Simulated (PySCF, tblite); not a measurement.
# CH13BOSi4: geometry, infrared bands and NMR shifts

Aim: predict the infrared bands and NMR shifts of CH13BOSi4 (`[SiH3]CB[SiH2]O[SiH2][SiH3]`).

Programs: tblite 0.8.0 and PySCF 2.14.0, with density-fitted response routines of our own. Each step states its level of theory. These are calculated values for one molecule in the gas phase, unless marked as measured. Atoms are numbered from 0 throughout.

## (1) The molecule as given

20 atoms, charge 0, multiplicity 1; geometry from: force field or distance geometry start.

Bonds of the start (Å): Si0–C1 1.87, C1–B2 1.61, B2–Si3 1.93, Si3–O4 1.73, O4–Si5 1.72, Si5–Si6 2.24, Si0–H7 1.47, Si0–H8 1.47, Si0–H9 1.46, C1–H10 1.11, C1–H11 1.10, B2–H12 1.19, Si3–H13 1.48, Si3–H14 1.46, Si5–H15 1.48, Si5–H16 1.47, Si6–H17 1.47, Si6–H18 1.47, Si6–H19 1.46.

## (2) Geometry optimisation with GFN2-xTB

What the job is given:

```
{"job": {"kind": "relax", "xc": "GFN2-xTB", "basis": "xTB"}, "charge": 0, "multiplicity": 1}
Si    -2.130400     1.468900    -0.516700
C     -2.752300    -0.281400    -0.319600
B     -1.841100    -1.071400     0.748200
Si    -0.001700    -1.506500     0.340900
O      1.010000    -0.729700     1.506900
Si     2.576400    -0.636200     0.796000
Si     2.717700     1.161300    -0.534800
H     -3.002900     2.184100    -1.462000
H     -2.167000     2.155600     0.785000
H     -0.765900     1.464500    -1.025500
H     -3.798400    -0.259500     0.051500
H     -2.720000    -0.812400    -1.285900
H     -2.327800    -1.421800     1.777500
H      0.188400    -2.971100     0.431000
H      0.279400    -1.050900    -1.020500
H      3.566200    -0.480900     1.889000
H      2.922700    -1.852700     0.049800
H      2.350600     2.353900     0.234100
H      4.091600     1.293700    -1.028200
H      1.799400     1.003200    -1.658600
```

Run with:

```console
> OMP_NUM_THREADS=1 python probes_run.py task.json out
```

The driver reads the jobs from task.json and runs them one after another.

**Question.** This job is followed by: GFN2-xTB harmonic vibrations, gas phase; GIAO PBE0/pcSseg-1 NMR shielding, non-relativistic, gas phase. Predict these results of the whole session: strongest single infrared mode (GFN2-xTB); zero-point energy (GFN2-xTB); 13C shifts against TMS (PBE0/pcSseg-1); 1H shifts against TMS (PBE0/pcSseg-1, means over atoms taken as alike); 29Si shifts against TMS (PBE0/pcSseg-1); 11B shifts against BF3·OEt2 (PBE0/pcSseg-1); 17O shifts against H2O (PBE0/pcSseg-1).

**Answer**, as computed:

| quantity | value |
| --- | --- |
| strongest single infrared mode (GFN2-xTB) | 709 cm⁻¹, 595 km/mol |
| zero-point energy (GFN2-xTB) | 77.4 kcal/mol |
| 13C shifts against TMS (PBE0/pcSseg-1) | 32.6 ppm |
| 1H shifts against TMS (PBE0/pcSseg-1, means over atoms taken as alike) | 9.00, 5.66, 5.44, 3.97, 3.37, 2.43 ppm |
| 29Si shifts against TMS (PBE0/pcSseg-1) | -30.8, -33.5, -88.8, -124.1 ppm |
| 11B shifts against BF3·OEt2 (PBE0/pcSseg-1) | 94.1 ppm |
| 17O shifts against H2O (PBE0/pcSseg-1) | -16.3 ppm |

What this shows: Relaxing lowered the energy by 0.979 eV in 117 steps; the close pair that moved most is O4–Si5, from 1.723 to 1.616 Å. The lowest mode is slightly imaginary (8i cm⁻¹), a soft motion within the noise of the Hessian, so the minimum is not strictly shown. The strongest single mode, at 709 cm⁻¹, has its largest shares on H15, H14 and H16 (the list is cut at 3 atoms). GFN2-xTB is a fitted tight-binding method: band positions and strengths are rough. Its intensities can rank the bands wrongly. At PBE0/pcSseg-1: The largest span, 219 ppm, is at B2, where the paramagnetic term is -195 ppm.
